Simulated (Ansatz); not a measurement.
A run of Ansatz 0.2.0:

Contents of input.yaml:

```yaml
crystal:
  lattice:
    - [4.142023, 0.0, 0.0]
    - [0.0, 4.142023, 0.0]
    - [0.0, 0.0, 4.142023]
  atoms:
    - { symbol: Pd, position: [0.0, 0.0, 0.0] }
    - { symbol: Ge, position: [0.5, 0.5, 0.0] }
    - { symbol: Ge, position: [0.5, 0.0, 0.5] }
    - { symbol: Ge, position: [0.0, 0.5, 0.5] }
hamiltonian:
  xc: pbesol
  pseudopotentials: { kind: paw }
  hubbard: { sites: [{ species: Pd, l: d, u_eff: 2.0 }] }
kpoints:
  mp_grid: { grid: [7, 7, 7] }
  band_path:
    path:
      - [[0.0, 0.0, 0.0], [0.0, 0.5, 0.0], [0.5, 0.5, 0.0], [0.0, 0.0, 0.0], [0.5, 0.5, 0.5], [0.0, 0.5, 0.0]]
      - [[0.5, 0.5, 0.0], [0.5, 0.5, 0.5]]
    npoints: 14
scf:
  occupations: { method: fermi_dirac, width: 0.05 }
  n_extra_bands: 10
output:
  forces: true
  stress: true
  eigenvalues: true
  fatbands: false
```

Potentials or basis: Ansatz PAW.

Launch:

```console
$ ansatz run input.yaml --threads 2 --pin off --max-ram 5632MiB --backend cpu --events-out ev --progress --plain --runs-dir out
```

Hardware: 2 threads of Arm Neoverse V1, on a shared host.

Estimate the wall time of this run.

Wall time 6.5 s on 2 threads of Arm Neoverse V1, on a shared host, peak memory 0.45 GiB. Counts: scf iterations 9, plane waves 1357, k points 20, bands 40.
